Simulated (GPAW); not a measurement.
Runs of GPAW 26.7.0 on HPbNO4. The typed cell holds 7 atoms: a = 3.857 Å, b = 4.338 Å, c = 5.984 Å, α = 81.87°, β = 83.26°, γ = 87.68°. The cell was built by a generator and needn't be a form met in nature.

| task | level | potentials or basis | k mesh | ranks | band path | band points | mesh quality | gap on the mesh (eV) | pressure (GPa) | largest force (eV/Å) |
| --- | --- | --- | --- | --- | --- | --- | --- | --- | --- | --- |
| single point | vdW-DF-cx | GPAW PAW data sets (gpaw-data 1.2.1), pw | 4 × 3 × 3 | - | - | - | coarse | (b) | - | 0.24 |
| band structure | LDA | the program's PAW data sets (release 1.2.1) made for this functional, pw | 5 × 5 × 3 | 8 | XGY,LGZ,NGM,RG | 60 | not flagged | 0.56 | (a) | 0.80 |
| band structure | PBEsol | PAW data sets generated in the run's folder for this functional, pw | 5 × 5 × 3 | 8 | XGY,LGZ,NGM,RG | 60 | not flagged | 0.56 | -3.7 | 0.38 |
| band structure | r2SCAN | GPAW PAW data sets (gpaw-data 1.2.1), pw | 5 × 5 × 3 | 8 | XGY,LGZ,NGM,RG | 60 | not flagged | - | -4.6 | 0.52 |
| band structure | AM05 | PAW data sets generated in the run's folder for this functional, pw | 5 × 5 × 3 | 8 | XGY,LGZ,NGM,RG | 60 | not flagged | 0.56 | -3.1 | 0.51 |
| band structure | PW91 | PAW data sets generated in the run's folder for this functional, pw | 5 × 5 × 3 | 8 | XGY,LGZ,NGM,RG | 60 | not flagged | 0.56 | -0.9 | 0.11 |

Alike in all rows: no spin polarisation; cell as given; cutoff (eV) 800; smearing fermi-dirac 0.05 eV.

Q: Fill in the values left out.

A: (a) -6.9; (b) 0.57.

Caveats: some runs use coarse meshes; spin-orbit coupling is left out, which as a rule narrows the gap of such compounds by several tenths of an eV (some runs); the mesh misses the band edges, which the band path finds closer together (some runs); the PAW data sets were made with another functional, which shifts forces and pressure a little (some runs); an odd mesh through Γ misses points on the zone boundary, where band edges often lie (some runs); spin-orbit coupling is left out, which moves the levels of the heavy elements (some runs).

A k mesh can miss the band edges, and the runs leave out spin-orbit coupling on Pb.

Runs at the PBE level aren't shown here.
